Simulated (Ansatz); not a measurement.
# GaH4+ (triplet): from Hartree-Fock to the top rungs, aug-cc-pVDZ

An exercise on one series of results from a longer session: the logs are not shown, and one member is left open.

Method: aug-cc-pVDZ, core rule «outside noble gas», up to 14 orbitals frozen; program: Ansatz 0.2.0, Gaussian basis.

Plan: UHF; CCSD(T) on ROHF; CCSD(T) on UHF; BCCD(T) on ROHF; CISD as a restricted active space (open shells left free, so some higher excitations enter); CCSDT(Q) on ROHF; CCSDT(Q) on UHF; CASSCF and MRCISD+Q, 6 electrons in 8 orbitals; CASSCF and NEVPT2, 6 electrons in 8 orbitals; Full CI.

9 further runs of the same task are left out: 2 for a known fault of the program, 1 that didn't finish, 6 set aside as unsound or not needed. Runs told in other sessions of the task aren't counted.

## The system

The geometry is a PBE0/def2-TZVP stationary point (not a proven minimum). No spin-orbit coupling is included. The filled d shell of Ga may be among the frozen orbitals whatever the setting's name suggests.

5 atoms, charge 1, spin multiplicity 3.

Atoms are counted from 1 here; the program's logs count them from 0.

Bond lengths: Ga1–H2 1.643 Å, Ga1–H3 1.643 Å, Ga1–H4 1.643 Å, Ga1–H5 1.643 Å. Angles: H2–Ga1–H3 69.0°, H2–Ga1–H4 132.8°, H2–Ga1–H5 132.8°, H3–Ga1–H4 132.8°, H3–Ga1–H5 132.8°, H4–Ga1–H5 69.0°.

Set-up of the first run:

in.yaml

```yaml
crystal:
  periodic: [false, false, false]
  atoms:
    - {symbol: Ga, position_ang: [0.000000, 0.000000, 0.000000]}
    - {symbol: H, position_ang: [0.652504, 0.664105, 1.353869]}
    - {symbol: H, position_ang: [-0.662515, -0.654094, 1.353881]}
    - {symbol: H, position_ang: [-0.654085, 0.652495, -1.358743]}
    - {symbol: H, position_ang: [0.664096, -0.662506, -1.349007]}
basis:
  gaussian: {orbitals: aug-cc-pVDZ}
total_charge: 1
magnetization: {spin_polarized: true, initial_magnetization: 2}
hamiltonian: {xc: hf}
output: {orbitals: {seedname: orbitals}}
```

The run is started by

```sh
> ansatz run in.yaml --threads 1 --pin off --events-out ev --progress --plain --max-ram 4160MiB --backend cpu
```

Steps of the session up to this table: UHF; CCSD(T) on ROHF; CCSD(T) on UHF; BCCD(T) on ROHF; CISD as a restricted active space (open shells left free, so some higher excitations enter); CCSDT(Q) on ROHF; CCSDT(Q) on UHF; CASSCF and MRCISD+Q, 6 electrons in 8 orbitals; CASSCF and NEVPT2, 6 electrons in 8 orbitals; Full CI.

One table of the session follows, with a row left open; its other results are not shown here.

It belongs to the step «Misses and costs». 

```
          method  from FCI (kJ/mol)
            ROHF             +289.4
             UHF             +251.7
            RMP2              +73.2
            UMP2                  ?
           RCCSD               +7.9
           UCCSD               +6.6
        RCCSD(T)               +2.3
        UCCSD(T)               +1.8
         BCCD(T)               +2.3
          RCCSDT               +0.2
          UCCSDT               -0.3
       RCCSDT(Q)               +0.1
       UCCSDT(Q)               -0.4
  CASSCF valence             +126.9
  NEVPT2 valence              +37.1
  MRCISD valence               +3.7
MRCISD+Q valence               +0.2
             FCI                  0
```

Q: Estimate the row for UMP2 from the others.

**Answer.** from FCI (kJ/mol): +77.2. In the column «from FCI (kJ/mol)» it lies between RMP2 (+73.2) and CASSCF valence (+126.9).

Caveats from the session: UCCSDT, UCCSDT(Q) fall below full CI: unrestricted runs freeze a spin-polarised core, another one than full CI's, and coupled cluster isn't variational. Levels on UHF freeze UHF's core orbitals, full CI those of ROHF, so the U rows can settle a little off it for that reason alone. Restricted and unrestricted rows rest on different reference determinants; a gap between their highest levels can come from leftover correlation error, from unlike frozen cores or from another state.
